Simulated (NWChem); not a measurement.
# the pair InH2F···BH5S: a chain of runs

Wanted: a single-point energy (singlet InBH7SF, M06-2X/3-21G), then the energy (singlet InH2F, M06-2X/3-21G), then the energy (singlet BH5S, M06-2X/3-21G), then the energy (singlet InH2F, M06-2X/3-21G), then a single-point energy (singlet BH5S, M06-2X/3-21G) of BFH7InS and its partners. 

The calculation is run with NWChem 7.3.0.

### Step 1. Starting point

InBH7SF has 11 atoms, charge 0, and is taken as a singlet. The two molecules were placed rigidly side by side, at 1 times their contact distance; the pair isn't optimised.

Bond lengths: F1–In2 1.961 Å, B5–S6 1.975 Å, In2–H3 1.702 Å, In2–H4 1.702 Å, B5–H7 1.207 Å, B5–H8 1.203 Å, B5–H9 1.207 Å, S6–H10 1.346 Å, S6–H11 1.346 Å. Some angles: F1–In2–H3 110.4°, F1–In2–H4 110.4°, B5–S6–H10 103.7°, B5–S6–H11 103.7°, S6–B5–H7 100.3°, S6–B5–H8 107.0°, S6–B5–H9 100.3°, H3–In2–H4 139.2°, H10–S6–H11 92.5°, H7–B5–H8 116.2°.

### Step 2. A single-point energy at M06-2X/3-21G (run 1)

The input, struct.nw:

```
start struct
title "BFH7InS"
memory 2200 mb

geometry units angstrom noautosym nocenter noautoz
  F     -1.645680    -0.614320     0.193650
  In     0.180520     0.067370    -0.021250
  H      1.290420    -0.950020     0.772950
  H      0.174720     1.496980    -0.945350
  B     -1.571900    -4.518270    -3.219250
  S     -2.458540    -3.475760    -1.795280
  H     -0.458710    -4.607750    -2.760170
  H     -1.678040    -3.884620    -4.235780
  H     -2.204510    -5.545140    -3.161800
  H     -1.962180    -2.234510    -1.952910
  H     -3.641740    -3.134540    -2.338860
end

basis "ao basis" spherical bse
  * library 3-21G
end

dft
  xc m06-2x
  mult 1
  grid fine
  convergence energy 1e-08
  iterations 100
  mulliken
  print low
end

task dft
```

On the command line:

```bash
$ nwchem struct.nw > struct.out
```

Log:

```text
[...]
 d= 0,ls=0.0,diis     1  -6241.6782106152 -6.62D+03  2.06D-02  9.01D-01     1.5
[...]
 d= 0,ls=0.0,diis    10  -6241.7948024563 -2.97D-09  4.78D-07  3.02D-09    10.4
         Total DFT energy =    -6241.794802456309
      One electron energy =    -9370.343610216396
           Coulomb energy =     2950.168847778548
    Exchange-Corr. energy =     -199.223706320333
 Nuclear repulsion energy =      377.603666301871
[...]
      Total Density - Mulliken Population Analysis
     ---------------------------------------------
    Atom       Charge   Shell Charges
 -----------   ------   -------------------------------------------------------
    1 F    9     9.47   1.98  0.44  2.44  1.54  3.07
    2 In  49    48.21   2.00  2.00  6.00  2.00  5.99  2.00  5.95  0.75  0.98  0.33  0.24 10.00  9.97
    3 H    1     1.15   0.40  0.75
    4 H    1     1.16   0.40  0.76
    5 B    5     5.46   1.99  0.37  1.36  0.92  0.83
    6 S   16    15.98   2.00  1.96  5.88  1.06  2.56  0.89  1.63
    7 H    1     0.96   0.45  0.50
    8 H    1     0.97   0.45  0.51
    9 H    1     0.95   0.45  0.50
   10 H    1     0.86   0.44  0.42
[...]
```

It took 11 s on 1 thread of AMD EPYC 9R14 (Zen 4), shared host; peak memory 0.12 GiB.

### Step 3. InH2F: the energy at M06-2X/3-21G (run 2)

The input, work.nw:

```
start work
title "FH2In energy"
memory total 2200 mb
charge 0

geometry noautosym nocenter noautoz
 F     -1.645680    -0.614320     0.193650
 In     0.180520     0.067370    -0.021250
 H      1.290420    -0.950020     0.772950
 H      0.174720     1.496980    -0.945350
end

basis spherical bse
 * library 3-21G
end

dft
 xc m06-2x
 grid fine
 convergence energy 1e-08
 iterations 100
 mulliken
 noprint "final vectors analysis"
end

task dft
```

On the command line:

```bash
$ nwchem work.nw > work.out
```

Log:

```text
[...]
          Wavefunction type:  closed shell.
          No. of atoms     :     4
          No. of electrons :    60
[...]
          Charge           :     0
          Spin multiplicity:     1
[...]
          AO basis - number of functions:    44
[...]
              XC Information
              --------------
                       M06-2X Method XC Functional
                     Hartree-Fock (Exact) Exchange  0.540
                        M06-2X Exchange Functional  1.000
                      M06-2X Correlation Potential  1.000
[...]
 d= 0,ls=0.0,diis     1  -5817.8943784605 -5.97D+03  3.25D-02  6.94D-01     0.5
[...]
 d= 0,ls=0.0,diis    11  -5817.9739345118 -1.18D-09  4.04D-07  5.82D-11     3.4
         Total DFT energy =    -5817.973934511823
      One electron energy =    -8339.455107874606
           Coulomb energy =     2536.424530554454
    Exchange-Corr. energy =     -167.735324238350
 Nuclear repulsion energy =      152.791967046680
[...]
      Total Density - Mulliken Population Analysis
     ---------------------------------------------
    Atom       Charge   Shell Charges
 -----------   ------   -------------------------------------------------------
    1 F    9     9.46   1.98  0.44  2.44  1.53  3.06
    2 In  49    48.21   2.00  2.00  6.00  2.00  5.99  2.00  5.95  0.75  0.98  0.32  0.26 10.00  9.97
    3 H    1     1.16   0.40  0.76
    4 H    1     1.16   0.40  0.76
[...]
```

Wall time 4.2 s (1 thread of AMD EPYC 9R14 (Zen 4), shared host); peak memory 0.11 GiB.

### Step 4. BH5S: a single-point energy at M06-2X/3-21G (run 3)

The input, bh5s.nw:

```
START bh5s
TITLE "BH5S"
memory stack 880 mb heap 220 mb global 1100 mb
charge 0
GEOMETRY noautosym nocenter noautoz
  B       -1.571900      -4.518270      -3.219250
  S       -2.458540      -3.475760      -1.795280
  H       -0.458710      -4.607750      -2.760170
  H       -1.678040      -3.884620      -4.235780
  H       -2.204510      -5.545140      -3.161800
  H       -1.962180      -2.234510      -1.952910
  H       -3.641740      -3.134540      -2.338860
END
BASIS "ao basis" spherical bse
  * library 3-21G
END
DFT
  xc m06-2x
  grid fine
  convergence energy 1e-08
  maxiter 100
  mulliken
  print low
END
TASK dft energy
```

On the command line:

```bash
$ nwchem bh5s.nw > bh5s.out
```

Log:

```text
[...]
 d= 0,ls=0.0,diis     1   -423.7733282960 -4.79D+02  2.41D-02  2.22D-01     0.4
[...]
 d= 0,ls=0.0,diis     8   -423.8157063896 -4.06D-10  4.63D-07  2.71D-11     2.4
         Total DFT energy =     -423.815706389623
      One electron energy =     -691.343071051430
           Coulomb energy =      244.266920851753
    Exchange-Corr. energy =      -31.484678717930
 Nuclear repulsion energy =       54.745122527984
[...]
      Total Density - Mulliken Population Analysis
     ---------------------------------------------
    Atom       Charge   Shell Charges
 -----------   ------   -------------------------------------------------------
    1 B    5     5.46   1.99  0.37  1.36  0.92  0.82
    2 S   16    16.00   2.00  1.96  5.88  1.06  2.56  0.89  1.65
    3 H    1     0.95   0.45  0.50
    4 H    1     0.96   0.45  0.51
    5 H    1     0.95   0.45  0.50
    6 H    1     0.84   0.44  0.40
    7 H    1     0.84   0.44  0.40
[...]
```

Run time: 3 s. Hardware: 1 thread of AMD EPYC 9R14 (Zen 4), shared host; peak memory 0.11 GiB.

### Step 5. InH2F among ghost functions: the energy at M06-2X/3-21G (with ghost functions) (run 4)

The input, nw.nw:

```
START nw
memory total 2200 mb

GEOMETRY units bohr noautosym nocenter noautoz
   F  -3.10988449 -1.16089655  0.36594546
   In  0.34113336  0.12731085 -0.04015668
   H   2.43854039 -1.79527761  1.46066381
   H   0.33017295  2.82888221 -1.78645259
   bqB     -2.970460    -8.538293    -6.083501
   bqS     -4.645967    -6.568234    -3.392588
   bqH     -0.866836    -8.707386    -5.215965
   bqH     -3.171036    -7.340868    -8.004464
   bqH     -4.165920   -10.478796    -5.974936
   bqH     -3.707983    -4.222612    -3.690465
   bqH     -6.881891    -5.923422    -4.419805
END

BASIS spherical bse
   F library 3-21G
   In library 3-21G
   H library 3-21G
   bqB library B 3-21G
   bqS library S 3-21G
   bqH library H 3-21G
END

DFT
   xc m06-2x
   grid fine
   convergence energy 1e-08
   maxiter 100
   mulliken
   print low
END

TASK dft energy
```

On the command line:

```bash
$ nwchem nw.nw > nw.out
```

Log:

```text
[...]
 d= 0,ls=0.0,diis     1  -5817.8970022595 -5.97D+03  1.87D-02  6.90D-01     1.3
[...]
 d= 0,ls=0.0,diis    10  -5817.9762699378 -6.48D-09  1.28D-06  1.34D-08     9.4
         Total DFT energy =    -5817.976269937783
      One electron energy =    -8339.399459898441
           Coulomb energy =     2536.363529114126
    Exchange-Corr. energy =     -167.732295212666
 Nuclear repulsion energy =      152.791956059197
[...]
      Total Density - Mulliken Population Analysis
     ---------------------------------------------
    Atom       Charge   Shell Charges
 -----------   ------   -------------------------------------------------------
    1 F    9     9.46   1.98  0.44  2.44  1.53  3.06
    2 In  49    48.21   2.00  2.00  6.00  2.00  5.99  2.00  5.95  0.75  0.98  0.32  0.25 10.00  9.97
    3 H    1     1.16   0.40  0.76
    4 H    1     1.16   0.40  0.76
    5 X    0     0.00  -0.00 -0.00 -0.00  0.00  0.00
    6 X    0    -0.00   0.00  0.00 -0.00  0.00 -0.00 -0.00  0.00
    7 X    0    -0.00  -0.00 -0.00
    8 X    0    -0.00  -0.00 -0.00
    9 X    0    -0.00  -0.00 -0.00
   10 X    0     0.01  -0.00  0.01
[...]
```

Run time: 9.9 s. Hardware: 1 thread of AMD EPYC 9R14 (Zen 4), shared host; peak memory 0.12 GiB.

### Step 6. BH5S among ghost functions: a single-point energy at M06-2X/3-21G (with ghost functions) (run 5)

The input, calc.nw:

```
start calc
title "BH5S"
memory stack 880 mb heap 220 mb global 1100 mb

geometry units angstrom noautosym nocenter noautoz
 B       -1.571900      -4.518270      -3.219250
 S       -2.458540      -3.475760      -1.795280
 H       -0.458710      -4.607750      -2.760170
 H       -1.678040      -3.884620      -4.235780
 H       -2.204510      -5.545140      -3.161800
 H       -1.962180      -2.234510      -1.952910
 H       -3.641740      -3.134540      -2.338860
 bqF     -1.645680    -0.614320     0.193650
 bqIn     0.180520     0.067370    -0.021250
 bqH      1.290420    -0.950020     0.772950
 bqH      0.174720     1.496980    -0.945350
end

basis "ao basis" spherical bse
 B library 3-21G
 S library 3-21G
 H library 3-21G
 bqF library F 3-21G
 bqIn library In 3-21G
 bqH library H 3-21G
end

dft
 xc m06-2x
 grid fine
 convergence energy 1e-08
 iterations 100
 mulliken
 noprint "final vectors analysis"
end

task dft
```

On the command line:

```bash
$ nwchem calc.nw > calc.out
```

Log:

```text
[...]
          Wavefunction type:  closed shell.
          No. of atoms     :    11
          No. of electrons :    26
[...]
          Charge           :     0
          Spin multiplicity:     1
[...]
          AO basis - number of functions:    76
[...]
              XC Information
              --------------
                       M06-2X Method XC Functional
                     Hartree-Fock (Exact) Exchange  0.540
                        M06-2X Exchange Functional  1.000
                      M06-2X Correlation Potential  1.000
[...]
 d= 0,ls=0.0,diis     1   -423.7735541415 -4.79D+02  1.01D-02  2.23D-01     1.2
[...]
 d= 0,ls=0.0,diis     8   -423.8159852722 -4.33D-10  2.01D-07  2.83D-11     7.2
         Total DFT energy =     -423.815985272218
      One electron energy =     -691.337099276243
           Coulomb energy =      244.259970824512
    Exchange-Corr. energy =      -31.483979348471
 Nuclear repulsion energy =       54.745122527984
[...]
      Total Density - Mulliken Population Analysis
     ---------------------------------------------
    Atom       Charge   Shell Charges
 -----------   ------   -------------------------------------------------------
    1 B    5     5.45   1.99  0.37  1.36  0.92  0.82
    2 S   16    16.00   2.00  1.96  5.88  1.06  2.56  0.89  1.65
    3 H    1     0.95   0.45  0.50
    4 H    1     0.96   0.45  0.51
    5 H    1     0.95   0.45  0.50
    6 H    1     0.85   0.44  0.41
    7 H    1     0.84   0.44  0.40
    8 X    0     0.00  -0.00 -0.00 -0.00  0.00  0.00
    9 X    0     0.00  -0.00  0.00 -0.00  0.00 -0.00  0.00 -0.00  0.00  0.00  0.00 -0.00 -0.00  0.00
   10 X    0    -0.00  -0.00 -0.00
[...]
```

It took 7.8 s on 1 thread of AMD EPYC 9R14 (Zen 4), shared host; peak memory 0.12 GiB.

### Step 7. Outcome

| quantity | value |
| --- | --- |
| run 1, M06-2X/3-21G: total energy | -6241.79480 Eh |
| InH2F: total energy | -5817.97393 Eh |
| InH2F: dipole moment | 2.62 D |
| BH5S: total energy | -423.81571 Eh |
| InH2F among ghost functions: total energy | -5817.97627 Eh |
| BH5S among ghost functions: total energy | -423.81599 Eh |
| BH5S among ghost functions: dipole moment | 4.24 D |
| interaction energy of the rigid parts InH2F and BH5S (parts in their own basis; closest atoms 2.71 Å apart) | -0.140 eV |
| interaction energy of the rigid parts InH2F and BH5S (parts in the whole basis, counterpoise; closest atoms 2.71 Å apart) | -0.069 eV |

**Reading.** The interaction energy of the rigid parts InH2F and BH5S (parts in their own basis; closest atoms 2.71 Å apart) is −0.14 eV (−3.2 kcal/mol): the parts attract. Without counterpoise this holds the superposition error of the basis. The interaction energy of the rigid parts InH2F and BH5S (parts in the whole basis, counterpoise; closest atoms 2.71 Å apart) is −0.07 eV (−1.6 kcal/mol): the parts attract. The basis-set superposition error is 6.9 kJ/mol. Relativity is left out (run 1, M06-2X/3-21G) although the molecule holds a heavy atom. Relativity is left out (InH2F) although the molecule holds a heavy atom. Relativity is left out (InH2F among ghost functions) although the molecule holds a heavy atom.
